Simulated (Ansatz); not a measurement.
# ScZnC4N4: the cost of one run

Computed with Ansatz 0.2.0 (DFT PBE, scalar-relativistic, plane waves, PAW, unless a step's input says otherwise).

## Step 1: The starting structure

The structure is cubic, space group P-43m (No. 215). The conventional cell has a = 6.013 Å, b = 6.013 Å, c = 6.013 Å, α = 90.00°, β = 90.00°, γ = 90.00°. Around Sc (site symmetry -43m) lie 4 N at 2.12 Å. Zn (site symmetry -43m) has 4 C at 1.92 Å as nearest neighbours. C (site symmetry 3m) is surrounded by 1 N at 1.17 Å. N (site symmetry 3m) is surrounded by 1 C at 1.17 Å.

Coordinates:

```
Sc Zn C N
1.0
     6.01253    0.00000    0.00000
     0.00000    6.01253    0.00000
     0.00000    0.00000    6.01253
Sc Zn C N
1 1 4 4
Direct
  0.50000 0.50000 0.50000
  0.00000 0.00000 0.00000
  0.18408 0.18408 0.18408
  0.18408 0.81592 0.81592
  0.81592 0.18408 0.81592
  0.81592 0.81592 0.18408
  0.29643 0.29643 0.29643
  0.29643 0.70357 0.70357
  0.70357 0.29643 0.70357
  0.70357 0.70357 0.29643
```

The cell is invented: two interpenetrating cyanide-bridged diamond nets (P-43m, No. 215). Its size is a rough estimate.

## Step 2: The guess as it stands, on a coarse mesh

input.yaml reads:

```yaml
crystal:
  lattice:
    - [6.0125257, 0.0, 0.0]
    - [0.0, 6.0125257, 0.0]
    - [0.0, 0.0, 6.0125257]
  atoms:
    - { symbol: Sc, position: [0.5, 0.5, 0.5] }
    - { symbol: Zn, position: [0.0, 0.0, 0.0] }
    - { symbol: C, position: [0.18407912, 0.18407912, 0.18407912] }
    - { symbol: C, position: [0.18407912, 0.81592088, 0.81592088] }
    - { symbol: C, position: [0.81592088, 0.18407912, 0.81592088] }
    - { symbol: C, position: [0.81592088, 0.81592088, 0.18407912] }
    - { symbol: "N", position: [0.29642789, 0.29642789, 0.29642789] }
    - { symbol: "N", position: [0.29642789, 0.70357211, 0.70357211] }
    - { symbol: "N", position: [0.70357211, 0.29642789, 0.70357211] }
    - { symbol: "N", position: [0.70357211, 0.70357211, 0.29642789] }
basis:
  ecutwfc: 420
kpoints:
  mp_grid: { grid: [4, 4, 4] }
hamiltonian:
  xc: pbe
scf:
  occupations: { method: gaussian, width: 0.1 }
  lower_state_search: "off"
output:
  forces: true
  stress: true
  eigenvalues: true
```

Run with:

```console
> ansatz run input.yaml --threads 1 --pin off --max-ram 2560MiB --backend cpu --events-out ev --progress --plain --runs-dir out
```

What time and memory should one allow on 1 thread of Arm Neoverse V2, shared host?

About 7.7 s, with a peak of 0.43 GiB.
